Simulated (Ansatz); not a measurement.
# Ir3Rh (Pm-3m): single point from a Python script

What energy and properties does Ir3Rh (Pm-3m) have at the given structure? The task is a single point, for Ir3Rh (Pm-3m).

Program: the Python package of Ansatz 0.2.0. Level of theory: DFT LDA, plane waves, PAW. These are calculated values, not measurements.

## (1) The system

Symmetry: Pm-3m, No. 221, cubic system. Conventional cell: a = 3.840 Å, b = 3.840 Å, c = 3.840 Å, α = 90.00°, β = 90.00°, γ = 90.00°. Around Ir (site symmetry 4/mmm) lie 8 Ir at 2.72 Å and 4 Rh at 2.72 Å. Around Rh (site symmetry m-3m) lie 12 Ir at 2.72 Å.

No structure file is read: the coordinates are typed or built in the script.

## (2) Script

The input, ir3rh_scf.py:

```python
from pathlib import Path
import sys
import warnings

import ansatz as az
import numpy as np
from pymatgen.core import Lattice, Structure
from pymatgen.io.ase import AseAtomsAdaptor

warnings.simplefilter('ignore', az.DeckWarning)

pmg_structure = Structure(
    Lattice([(3.840336, 0.0, 0.0), (0.0, 3.840336, 0.0), (0.0, 0.0, 3.840336)]),
    ['Ir', 'Ir', 'Ir', 'Rh'],
    [
        (0.5, 0.0, 0.5),
        (0.0, 0.5, 0.5),
        (0.5, 0.5, 0.0),
        (0.0, 0.0, 0.0),
    ],
)
system = az.Crystal.from_ase(AseAtomsAdaptor.get_atoms(pmg_structure))

base = (
    system.calculation()
    .functional(az.Functional.LDA)
    .scf(extra_bands=8, self_checks='high')
    .kpoints(4)
    .occupations('cold')
    .mixing('msr1', preconditioner='resta')
    .stress()
    .populations()
)
try:
    outcome = base.run(threads=1)
except az.NonConvergedError as error:
    sys.exit(f'no convergence: {error}')
except az.RefusalError as error:
    sys.exit(f'input refused: {error}')
r = outcome.report

print('%-22s %14.5f eV' % ('F = E - TS', r['free_energy_ev']))
print('%-22s %14.5f eV' % ('E', r['internal_energy_ev']))
print('%-22s %14.5f eV' % ('Harris-Foulkes', r['harris_foulkes_ev']))
print('%-22s %14.5f eV' % ('Fermi level', r['fermi_energy_ev']))

print('pressure by term (GPa)')
for term, tensor in r['stress_terms_gpa'].items():
    print(f'  {term:28s} {np.trace(np.array(tensor)) / 3:12.3f}')
print(f'  {"total":28s} {np.trace(np.array(r["stress_gpa"])) / 3:12.3f}')

files = Path(outcome.write_results('tables'))
print((files / 'populations.tsv').read_text())
```

## (3) The run

Launch:

```bash
$ python ir3rh_scf.py
```

Further steps of the session: The same input on the command line.

Q: Predict the main results. Wanted: free energy; gap on the mesh; pressure.

As calculated:

| quantity | value |
| --- | --- |
| free energy | -41268.4270 eV (-10317.1068 eV/atom) |
| gap on the mesh | none |
| pressure | -10.75 GPa |

Filled and empty levels meet on the mesh: no gap at this level. The pressure of -10.8 GPa means that the cell would shrink if relaxed at this level. What to keep in mind:
- These settings explore the input space; cutoff and mesh may be short of convergence.
- For a metal this k-point mesh is coarse: forces and stresses can move by several per cent on a finer one, and energies by some meV an atom.
- Only differences from the Fermi energy are physical; the zero of the scale is a convention.
- Spin-orbit coupling, which matters for elements this heavy, is left out.
- At these settings the cell as given stands under about -11 GPa, so it isn't at this functional's equilibrium volume.
- The structure comes from a database of computed cells and needn't be a stable or known phase.
